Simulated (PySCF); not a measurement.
# C5H13ClGeO: NMR shifts in solvents

Aim: compute the NMR shifts of C5H13ClGeO (`CC[C@H](CCCl)[O][GeH3]`), and see what a dielectric continuum does where one was used.

The runs use PySCF 2.14.0, with density-fitted response routines of our own; the level of theory stands in each step. All values are computed, except where a source is named. Atoms count from 0, in the outputs and in this text.

### Step 1. The starting structure

21 atoms, charge 0, multiplicity 1; geometry from: GFN2-xTB. The atoms were then displaced at random by about 0.01 Å, so the start is not that level's minimum.

Bonds of the start (Å): C0–C1 1.51, C1–C2 1.53, C2–C3 1.51, C3–C4 1.52, C4–Cl5 1.77, C2–O6 1.44, O6–Ge7 1.76, C0–H8 1.13, C0–H9 1.10, C0–H10 1.06, C1–H11 1.08, C1–H12 1.07, C2–H13 1.08, C3–H14 1.09, C3–H15 1.12, C4–H16 1.07, C4–H17 1.09, Ge7–H18 1.50, Ge7–H19 1.49, Ge7–H20 1.47.

### Step 2. Relaxing the molecule at PBE0-D3(BJ)/def2-SVP

What the job is given:

```
{"job": {"xc": "PBE0", "basis": "def2-SVP", "d3": "d3bj", "grid": 1, "shake": 0.01, "kind": "geom"}, "charge": 0, "multiplicity": 1}
C     -0.291980     2.618200     0.542520
C     -0.705500     1.332860     1.215830
C     -0.360330     0.119370     0.350500
C     -0.957750    -1.148350     0.922650
C     -0.488530    -2.421300     0.243440
Cl    -0.556100    -2.256640    -1.516610
O      1.070930    -0.001110     0.315270
Ge     2.047250    -0.398750    -1.094750
H     -0.549080     3.495800     1.198220
H     -0.853910     2.756300    -0.390280
H      0.745780     2.648440     0.336940
H     -1.768020     1.324570     1.419620
H     -0.200620     1.258340     2.159620
H     -0.754610     0.286710    -0.645880
H     -0.766890    -1.238000     1.991710
H     -2.072300    -1.050690     0.811170
H     -1.085850    -3.269590     0.524260
H      0.550690    -2.589890     0.512490
H      1.344200     0.060940    -2.334010
H      2.316970    -1.868850    -1.124990
H      3.264470     0.363920    -0.802930
```

Launch:

```sh
OMP_NUM_THREADS=1 python probes_run.py task.json out
```

The driver reads the jobs from task.json and runs them one after another.

Standard output:

```text
step   0  E = -2809.46221492  max force = 0.037961
step   1  E = -2809.47315626  max force = 0.010528
step   2  E = -2809.47432019  max force = 0.003075
step   3  E = -2809.47452425  max force = 0.001361
step   4  E = -2809.47468981  max force = 0.001845
step   5  E = -2809.47483697  max force = 0.001381
step   6  E = -2809.47488730  max force = 0.000937
step   7  E = -2809.47490275  max force = 0.000430
step   8  E = -2809.47490588  max force = 0.000389
optimisation converged
```

Wall time 9.2 min (1 thread of Intel Xeon at 2.50GHz, shared host); peak memory 0.91 GiB.

Relaxation path:

| step | energy from step 0 (eV) | largest force component (eV/Å) |
| --- | --- | --- |
| 0 | 0.0000 | 1.9520 |
| 1 | -0.2977 | 0.5414 |
| 2 | -0.3294 | 0.1581 |
| 3 | -0.3350 | 0.0700 |
| 4 | -0.3395 | 0.0949 |
| 5 | -0.3435 | 0.0710 |
| 6 | -0.3448 | 0.0482 |
| 7 | -0.3453 | 0.0221 |
| 8 | -0.3453 | 0.0200 |

Close pairs (by a distance rule), those that changed most:

| bond | before (Å) | after (Å) | change (Å) |
| --- | --- | --- | --- |
| Ge7–H20 | 1.466 | 1.538 | +0.072 |
| Ge7–H19 | 1.495 | 1.540 | +0.045 |
| Ge7–H18 | 1.497 | 1.539 | +0.042 |
| C0–H10 | 1.058 | 1.100 | +0.042 |
| C1–H12 | 1.073 | 1.104 | +0.031 |
| C4–Cl5 | 1.769 | 1.798 | +0.029 |
| O6–Ge7 | 1.761 | 1.789 | +0.028 |
| C2–O6 | 1.437 | 1.411 | -0.026 |

The end geometry stands in the next job.

| at the end point | value |
| --- | --- |
| point group (found at 0.08 Å tolerance) | C1 |
| rotational constants (GHz, main isotopes) | 1.123, 0.895, 0.566 |
| dipole moment (D) | 0.83 |

### Step 3. NMR shieldings: PBE0/pcSseg-1 in chloroform

What the job is given:

```
{"job": {"kind": "nmr", "xc": "PBE0", "basis": "pcSseg-1", "solvent": "chloroform", "pop": true}, "charge": 0, "multiplicity": 1}
C     -0.164406     2.579748     0.483794
C     -0.771009     1.324323     1.084720
C     -0.364483     0.052004     0.353466
C     -1.044318    -1.181448     0.938168
C     -0.562904    -2.482436     0.340222
Cl    -0.820990    -2.547761    -1.438373
O      1.035642    -0.106455     0.420754
Ge     2.056699    -0.230471    -1.042396
H     -0.474706     3.480800     1.033528
H     -0.469295     2.708533    -0.567644
H      0.934558     2.532173     0.512721
H     -1.872448     1.391664     1.079114
H     -0.466374     1.225878     2.141076
H     -0.691313     0.141697    -0.702971
H     -0.834934    -1.225208     2.021736
H     -2.135875    -1.088547     0.818117
H     -1.091127    -3.346618     0.763449
H      0.515798    -2.607719     0.501202
H      1.274366     0.360865    -2.229017
H      2.417212    -1.708142    -1.281386
H      3.319978     0.587096    -0.724970
```

With the program's defaults for keys left out, this is: GIAO PBE0/pcSseg-1 NMR shielding, non-relativistic, IEF-PCM chloroform.

Standard output:

```text
coarse grid: 76952 points
cycle   1  E = -2809.6485879759  dE = -2.484e-02  |g| = 1.112e+00  |ddm| = 4.014e+00
cycle   2  E = -2809.4310013600  dE =  2.176e-01  |g| = 1.523e+00  |ddm| = 1.741e+00
cycle   3  E = -2809.7777477249  dE = -3.467e-01  |g| = 2.821e-01  |ddm| = 1.324e+00
cycle   4  E = -2809.7912771586  dE = -1.353e-02  |g| = 6.742e-02  |ddm| = 2.278e-01
cycle   5  E = -2809.7918423039  dE = -5.651e-04  |g| = 1.044e-02  |ddm| = 5.122e-02
cycle   6  E = -2809.7918607874  dE = -1.848e-05  |g| = 3.812e-03  |ddm| = 1.138e-02
cycle   7  E = -2809.7918639544  dE = -3.167e-06  |g| = 8.433e-04  |ddm| = 3.580e-03
final grid: 161872 points
cycle   8  E = -2809.7918416000  dE =  1.478e-10  |g| = 1.009e-03  |ddm| = 2.472e-03
cycle   9  E = -2809.7918414443  dE =  1.557e-07  |g| = 1.297e-03  |ddm| = 1.962e-03
cycle  10  E = -2809.7918418352  dE = -3.909e-07  |g| = 8.738e-05  |ddm| = 1.092e-03
cycle  11  E = -2809.7918418365  dE = -1.347e-09  |g| = 2.295e-05  |ddm| = 7.096e-05
cycle  12  E = -2809.7918418366  dE = -7.731e-11  |g| = 5.342e-06  |ddm| = 1.914e-05
converged SCF energy = -2809.7918418366

GIAO shielding tensors (ppm)
atom      isotropic    diamagn.    paramagn.     s11        s22        s33       span
  0 C      172.053     246.613     -74.560    159.202    171.380    185.577     26.374
  1 C      151.174     247.172     -95.998    139.390    142.917    171.215     31.824
  2 C      107.169     246.307    -139.138     84.810     92.277    144.419     59.610
  3 C      142.397     248.035    -105.638    128.723    142.916    155.551     26.828
  4 C      135.107     247.513    -112.405    100.491    131.308    173.523     73.031
  5 Cl     894.676    1148.143    -253.468    755.520    857.084   1071.423    315.903
  6 O      316.596     405.858     -89.262    269.353    292.874    387.560    118.206
  7 Ge    1371.009    2756.880   -1385.871   1234.448   1253.548   1625.031    390.583
  8 H       30.171      27.122       3.050     25.236     27.092     38.186     12.950
  9 H       30.469      29.982       0.487     26.300     28.858     36.247      9.947
 10 H       29.927      30.585      -0.658     24.753     30.852     34.176      9.424
 11 H       30.028      30.973      -0.945     24.427     29.883     35.772     11.345
 12 H       30.089      31.219      -1.129     25.446     29.995     34.828      9.382
 13 H       27.844      33.408      -5.564     24.874     28.602     30.057      5.184
 14 H       29.731      30.959      -1.228     24.878     29.147     35.167     10.289
 15 H       29.661      30.864      -1.203     24.499     29.434     35.050     10.551
 16 H       27.475      27.686      -0.212     20.713     26.607     35.104     14.391
 17 H       27.379      30.444      -3.066     24.076     26.182     31.878      7.802
 18 H       26.226      29.168      -2.942     21.215     22.753     34.709     13.495
 19 H       25.928      28.468      -2.540     18.572     23.432     35.781     17.209
 20 H       26.065      28.249      -2.184     19.151     21.875     37.170     18.019
```

It took 2.2 min on 1 thread of Intel Xeon at 2.50GHz, shared host; peak memory 1.2 GiB.

Shifts follow as δ = σ(reference) − σ, with reference shieldings (ppm) from runs at the same level and on the same kind of geometry: 1H TMS 31.25, 13C TMS 185.2, 17O H2O 341.0, 73Ge GeMe4 1330. The references are single molecules in the same continuum, so shifts against H2O, NH3, PH3, H3PO4 or CFCl3 are not on the usual liquid scales and can be off by tens of ppm. Atoms listed in one row are averaged.

| atoms | environment | σ (ppm) | δ (ppm) |
| --- | --- | --- | --- |
| C2 | sp3 CH bonded to O | 107.2 | 78.0 |
| C4 | sp3 CH2 bonded to Cl | 135.1 | 50.1 |
| C3 | sp3 CH2 | 142.4 | 42.8 |
| C1 | sp3 CH2 | 151.2 | 34.0 |
| C0 | methyl carbon | 172.1 | 13.1 |
| H18, H19, H20 | hydrogen on a germanium bonded to O | 26.07 | 5.17 |
| H17 | hydrogen on an sp3 CH2 bonded to Cl | 27.38 | 3.87 |
| H16 | hydrogen on an sp3 CH2 bonded to Cl | 27.47 | 3.77 |
| H13 | hydrogen on an sp3 CH bonded to O | 27.84 | 3.40 |
| H15 | hydrogen on an sp3 CH2 | 29.66 | 1.59 |
| H14 | hydrogen on an sp3 CH2 | 29.73 | 1.52 |
| H11 | hydrogen on an sp3 CH2 | 30.03 | 1.22 |
| H12 | hydrogen on an sp3 CH2 | 30.09 | 1.16 |
| H8, H9, H10 | hydrogen on a methyl carbon | 30.19 | 1.06 |
| Cl5 | chlorine bonded to C | 895 | – |
| O6 | oxygen bonded to C, Ge | 316.6 | 24.4 |
| Ge7 | germanium bonded to O, 3 H | 1371 | -41 |

The run also stored atomic charges by several schemes (e):

| atoms | Mulliken | IAO | Hirshfeld | ESP fit |
| --- | --- | --- | --- | --- |
| C0 | -0.28 | -0.41 | -0.12 | -0.24 |
| C1 | -0.22 | -0.25 | -0.07 | -0.05 |
| C2 | 0.01 | 0.10 | 0.04 | 0.15 |
| C3 | -0.17 | -0.27 | -0.08 | -0.24 |
| C4 | -0.20 | -0.22 | -0.03 | -0.17 |
| Cl5 | -0.21 | -0.15 | -0.08 | -0.21 |
| O6 | -0.74 | -0.64 | -0.24 | -0.40 |
| Ge7 | 0.48 | 0.70 | 0.38 | 0.41 |

Mayer bond orders: C0–C1 1.06, C1–C2 1.02, C2–C3 1.01, C3–C4 1.04, C4–Cl5 0.94, C2–O6 0.86, O6–Ge7 0.78.

### Step 4. Nuclear shieldings: PBE0/pcSseg-1 in cyclohexane

Settings changed since step 3:

```diff
@@ -1,2 +1,2 @@
-{"job": {"kind": "nmr", "xc": "PBE0", "basis": "pcSseg-1", "solvent": "chloroform", "pop": true}, "charge": 0, "multiplicity": 1}
+{"job": {"kind": "nmr", "xc": "PBE0", "basis": "pcSseg-1", "solvent": "cyclohexane", "pop": false}, "charge": 0, "multiplicity": 1}
 C     -0.164406     2.579748     0.483794
```

Method: GIAO PBE0/pcSseg-1 NMR shielding, non-relativistic, IEF-PCM cyclohexane.

Standard output:

```text
coarse grid: 76952 points
cycle   1  E = -2809.6448121553  dE = -2.126e-02  |g| = 1.115e+00  |ddm| = 4.014e+00
cycle   2  E = -2809.4113733948  dE =  2.334e-01  |g| = 1.550e+00  |ddm| = 1.799e+00
cycle   3  E = -2809.7745514217  dE = -3.632e-01  |g| = 2.938e-01  |ddm| = 1.386e+00
cycle   4  E = -2809.7893918143  dE = -1.484e-02  |g| = 6.897e-02  |ddm| = 2.436e-01
cycle   5  E = -2809.7899851457  dE = -5.933e-04  |g| = 1.132e-02  |ddm| = 5.416e-02
cycle   6  E = -2809.7900076704  dE = -2.252e-05  |g| = 4.221e-03  |ddm| = 1.264e-02
cycle   7  E = -2809.7900115911  dE = -3.921e-06  |g| = 9.135e-04  |ddm| = 3.947e-03
final grid: 161872 points
cycle   8  E = -2809.7899895036  dE =  1.854e-08  |g| = 1.110e-03  |ddm| = 2.671e-03
cycle   9  E = -2809.7899892975  dE =  2.062e-07  |g| = 1.455e-03  |ddm| = 2.273e-03
cycle  10  E = -2809.7899897882  dE = -4.908e-07  |g| = 9.937e-05  |ddm| = 1.266e-03
cycle  11  E = -2809.7899897900  dE = -1.801e-09  |g| = 2.577e-05  |ddm| = 8.420e-05
cycle  12  E = -2809.7899897901  dE = -1.055e-10  |g| = 6.007e-06  |ddm| = 2.160e-05
converged SCF energy = -2809.7899897901

GIAO shielding tensors (ppm)
atom      isotropic    diamagn.    paramagn.     s11        s22        s33       span
  0 C      171.852     246.484     -74.632    158.964    171.189    185.402     26.439
  1 C      151.035     247.182     -96.148    139.186    142.871    171.047     31.860
  2 C      107.281     246.192    -138.911     84.992     92.504    144.348     59.356
  3 C      142.263     248.097    -105.834    128.522    142.668    155.599     27.078
  4 C      135.544     247.308    -111.765    101.612    131.962    173.057     71.445
  5 Cl     889.215    1148.050    -258.835    747.925    850.253   1069.467    321.543
  6 O      315.921     405.496     -89.575    268.038    292.114    387.610    119.573
  7 Ge    1371.311    2756.889   -1385.578   1235.157   1253.507   1625.269    390.112
  8 H       30.184      27.125       3.059     25.255     27.113     38.184     12.929
  9 H       30.496      29.982       0.514     26.343     28.886     36.259      9.916
 10 H       29.892      30.524      -0.632     24.717     30.813     34.146      9.429
 11 H       30.090      31.037      -0.947     24.506     29.964     35.799     11.293
 12 H       30.077      31.197      -1.120     25.452     29.980     34.799      9.348
 13 H       27.844      33.391      -5.547     24.881     28.599     30.052      5.171
 14 H       29.783      31.039      -1.256     24.954     29.213     35.181     10.227
 15 H       29.722      30.946      -1.223     24.590     29.500     35.077     10.487
 16 H       27.587      27.767      -0.181     20.827     26.744     35.189     14.361
 17 H       27.419      30.468      -3.049     24.147     26.207     31.903      7.756
 18 H       26.236      29.189      -2.953     21.227     22.764     34.716     13.489
 19 H       25.923      28.465      -2.542     18.559     23.430     35.780     17.221
 20 H       26.074      28.272      -2.198     19.165     21.885     37.172     18.008
```

Run time: 2.2 min. Hardware: 1 thread of Intel Xeon at 2.50GHz, shared host; peak memory 1.3 GiB.

In short: δ C2 77.5, C4 49.3, C3 42.6, C1 33.8, H18 5.18, H17 3.84 ppm (means over like atoms).

### Step 5. Comparing the runs: NMR shifts

Shifts (ppm) of some atoms, chosen among heavy atoms and hydrogens apart, with basis size and wall time:

| run | C2 | C4 | C3 | C1 | H16 | H11 | O6 | functions | time |
| --- | --- | --- | --- | --- | --- | --- | --- | --- | --- |
| PBE0/pcSseg-1 in chloroform | 78.0 | 50.1 | 42.8 | 34.0 | 3.77 | 1.22 | 24.4 | 232 | 2.2 min |
| PBE0/pcSseg-1 in cyclohexane | 77.5 | 49.3 | 42.6 | 33.8 | 3.67 | 1.17 | 22.4 | 232 | 2.2 min |

The continuum's effect on the ground state:

| solvent | ε | polarisation energy (Eh) | μ (D) |
| --- | --- | --- | --- |
| cyclohexane | 2.02 | -0.0024 | 1.16 |
| chloroform | 4.71 | -0.0045 | 1.27 |

### Step 6. Summary of results

| quantity | value |
| --- | --- |
| point group | C1 |
| rotational constants (main isotopes) | 1.12, 0.89, 0.57 GHz |
| 13C shifts against TMS (PBE0/pcSseg-1, chloroform) | 78.0, 50.1, 42.8, 34.0, 13.1 ppm |
| 1H shifts against TMS (PBE0/pcSseg-1, chloroform, means over atoms taken as alike) | 5.17, 3.87, 3.77, 3.40, 1.59, 1.52, 1.22, 1.16, 1.06 ppm |
| 17O shifts against H2O (PBE0/pcSseg-1, chloroform) | 24.4 ppm |
| 73Ge shifts against GeMe4 (PBE0/pcSseg-1, chloroform) | -41 ppm |
| shieldings of Cl (PBE0/pcSseg-1, chloroform) | Cl5 894.7 ppm |
| range of the shift of O6 | 22.4 to 24.4 ppm |

In words: The start of the PBE0/def2-SVP relaxation was shaken at random by about 0.01 Å, so part of the energy gained, and of the first lengths quoted, undoes that. The optimisation took 8 steps and gained 0.345 eV; among the close pairs (by a distance rule), Ge7–H20 changed most, from 1.466 to 1.538 Å. No frequency check was run at this level, so the end point may be a saddle. The most deshielded carbon is C2 (sp3 CH bonded to O), at 78.0 ppm: pulled downfield by the heteroatom. At PBE0/pcSseg-1: The largest span, 391 ppm, is at Ge7, where the paramagnetic term is -1386 ppm. Among the atoms with a shift in every run: In ppm, O6 moves most: its shift spreads over 2.0 ppm, from 22.4 (PBE0/pcSseg-1 in cyclohexane) to 24.4 (PBE0/pcSseg-1 in chloroform). Each shift counts from a reference computed in the same medium, and that reference moves with the solvent too, so shifts and shieldings show the solvent's effect differently. The continuum holds electrostatics alone: no hydrogen bonds to the solvent, and the gas-phase geometry is kept. Spin-orbit coupling is left out, which matters for shieldings and couplings at and beside the heavy atoms.
